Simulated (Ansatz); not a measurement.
# BLYP/6-31G(d) (spherical functions) run of CH4F3NSi (SMILES CN[Si](F)(F)F)

What is the vertical ionisation energy of CH4F3NSi at BLYP/6-31G* (spherical functions)? 

The calculation is run with Ansatz 0.2.0.

67 further runs of the same task are left out: 67 set aside as unsound or not needed.

### Step 1. The system as given

CH4F3NSi has 10 atoms, charge 0, and is taken as a singlet. As SMILES, `CN[Si](F)(F)F`. The shape is that of a PBE0-D4/def2-TZVP optimisation.

Bond lengths: C1–N2 1.451 Å, N2–Si3 1.670 Å, Si3–F4 1.577 Å, Si3–F5 1.575 Å, Si3–F6 1.580 Å, C1–H7 1.093 Å, C1–H8 1.091 Å, C1–H9 1.094 Å, N2–H10 1.007 Å. Some angles: C1–N2–Si3 125.8°, N2–Si3–F4 111.1°, N2–Si3–F5 108.9°, N2–Si3–F6 115.4°, F4–Si3–F5 109.9°, F4–Si3–F6 104.5°, F5–Si3–F6 106.8°, C1–N2–H10 114.9°, Si3–N2–H10 118.5°, N2–C1–H7 111.0°.

### Step 2. A single-point energy at BLYP/6-31G(d) (spherical functions)

input.yaml reads:

```yaml
crystal:
  periodic: [false, false, false]
  atoms:
    - {symbol: C, position_ang: [0.192100, -1.054000, 0.940300]}
    - {symbol: N, position_ang: [0.609500, 0.071900, 0.126100]}
    - {symbol: Si, position_ang: [-0.361500, 0.924500, -0.931300]}
    - {symbol: F, position_ang: [-1.157900, -0.049900, -1.881500]}
    - {symbol: F, position_ang: [0.542600, 1.889500, -1.787100]}
    - {symbol: F, position_ang: [-1.475500, 1.819700, -0.258100]}
    - {symbol: H, position_ang: [0.924800, -1.863500, 0.893300]}
    - {symbol: H, position_ang: [-0.751400, -1.452800, 0.563600]}
    - {symbol: H, position_ang: [0.041900, -0.779100, 1.989000]}
    - {symbol: H, position_ang: [1.518500, 0.442600, 0.348500]}
basis:
  gaussian: {orbitals: 6-31G_st_-spherical.json}
hamiltonian: {xc: {name: BLYP}}
accuracy: high
output: {orbitals: {seedname: orbitals}}
```

The basis set 6-31G* is read from a file made from the Basis Set Exchange's data (not shown).

Launch:

```bash
$ ansatz run input.yaml --threads 1 --pin off --max-ram 2610MiB --events-out events.jsonl --progress --plain --runs-dir runs
```

The log of the run:

```text
Warning: RAYON_NUM_THREADS=1 ignored (pool sized by the plan → 1); use --threads N
Functional definition: BLYP
  name "BLYP"
  parameter beta = 0.0042
  parameter a = 0.04918
  parameter b = 0.132
  parameter c = 0.2533
  parameter d = 0.349
  exchange = b88_x(beta = beta)
  correlation = lyp_c(a = a, b = b, c = c, d = d)
2214 factors; integrals over basis functions are off by at most 6.9e-9 eV
mean field evaluation 1: about -18611.5379 eV, gradient 8.0e1 eV
mean field evaluation 2: about -18588.1617 eV, gradient 1.3e2 eV
mean field evaluation 4: about -18623.1122 eV, gradient 8.1e0 eV
mean field evaluation 8: about -18623.2100 eV, gradient 3.7e-1 eV
mean field evaluation 16: about -18623.2103 eV, gradient 9.8e-5 eV
mean field -18623.21032429 eV, -684.3903561523 hartree, gradient 9.4e-8 eV, S^2 0.000000; 0 other end points of the search recorded, 0 dependent functions left out
reference -18623.21037847 eV, -684.3903581434 hartree; 29, 29 occupied and 67, 67 virtual orbitals, 2214 factors
Total energy: -18623.21037847 eV, -684.3903581434 hartree
```

Run time: 8.7 s. Hardware: 1 thread of Arm Neoverse V1, shared host; peak memory 0.27 GiB.

### Step 3. The doublet cation, same level

molecule.yaml reads:

```yaml
crystal:
  periodic: [false, false, false]
  atoms:
    - {symbol: C, position_ang: [0.192100, -1.054000, 0.940300]}
    - {symbol: "N", position_ang: [0.609500, 0.071900, 0.126100]}
    - {symbol: Si, position_ang: [-0.361500, 0.924500, -0.931300]}
    - {symbol: F, position_ang: [-1.157900, -0.049900, -1.881500]}
    - {symbol: F, position_ang: [0.542600, 1.889500, -1.787100]}
    - {symbol: F, position_ang: [-1.475500, 1.819700, -0.258100]}
    - {symbol: H, position_ang: [0.924800, -1.863500, 0.893300]}
    - {symbol: H, position_ang: [-0.751400, -1.452800, 0.563600]}
    - {symbol: H, position_ang: [0.041900, -0.779100, 1.989000]}
    - {symbol: H, position_ang: [1.518500, 0.442600, 0.348500]}
basis:
  gaussian: {orbitals: 6-31G_st_-spherical.json}
total_charge: 1
magnetization: {spin_polarized: true, initial_magnetization: 1}
hamiltonian: {xc: {name: BLYP}}
accuracy: high
output: {orbitals: {seedname: orbitals}}
```

The basis set 6-31G* is read from a file made from the Basis Set Exchange's data (not shown).

Launch:

```bash
$ ansatz run molecule.yaml --threads 1 --pin off --max-ram 2610MiB --events-out events.jsonl --progress --plain --runs-dir runs
```

The log of the run:

```text
Warning: RAYON_NUM_THREADS=1 ignored (pool sized by the plan → 1); use --threads N
Functional definition: BLYP
  name "BLYP"
  parameter beta = 0.0042
  parameter a = 0.04918
  parameter b = 0.132
  parameter c = 0.2533
  parameter d = 0.349
  exchange = b88_x(beta = beta)
  correlation = lyp_c(a = a, b = b, c = c, d = d)
2214 factors; integrals over basis functions are off by at most 6.9e-9 eV
mean field evaluation 1: about -18597.6892 eV, gradient 6.9e1 eV
mean field evaluation 2: about -18556.2313 eV, gradient 1.3e2 eV
mean field evaluation 4: about -18613.4479 eV, gradient 5.9e0 eV
mean field evaluation 8: about -18613.6310 eV, gradient 3.7e-1 eV
mean field evaluation 16: about -18613.6314 eV, gradient 1.3e-4 eV
mean field evaluation 32: about -18612.5279 eV, gradient 5.9e0 eV
mean field -18613.63144951 eV, -684.0383389968 hartree, gradient 5.2e-8 eV, S^2 0.752417; 3 other end points of the search recorded, 0 dependent functions left out
reference -18613.63150291 eV, -684.0383409594 hartree; 29, 28 occupied and 67, 68 virtual orbitals, 2214 factors
Total energy: -18613.63150291 eV, -684.0383409594 hartree
```

It took 17 s on 1 thread of Arm Neoverse V1, shared host; peak memory 0.35 GiB.

### Step 4. Results

At BLYP/6-31G* (spherical functions):

```
                                          quantity          value
                    singlet CH4F3NSi: total energy  -684.39036 Eh
                     singlet CH4F3NSi: HOMO energy       -5.78 eV
                     singlet CH4F3NSi: LUMO energy        0.52 eV
                   singlet CH4F3NSi: HOMO–LUMO gap        6.31 eV
                      doublet cation: total energy  -684.03834 Eh
doublet cation: HOMO energy (highest over α and β)      -14.56 eV
 doublet cation: LUMO energy (lowest over α and β)      -13.25 eV
                              doublet cation: ⟨S²⟩          0.752
vertical ionisation energy (to the doublet cation)       9.579 eV
```

What this shows: Removing an electron at fixed nuclei costs 9.58 eV (924 kJ/mol). −ε(HOMO) before ionisation, 5.78 eV, is 3.80 eV below this ionisation energy.
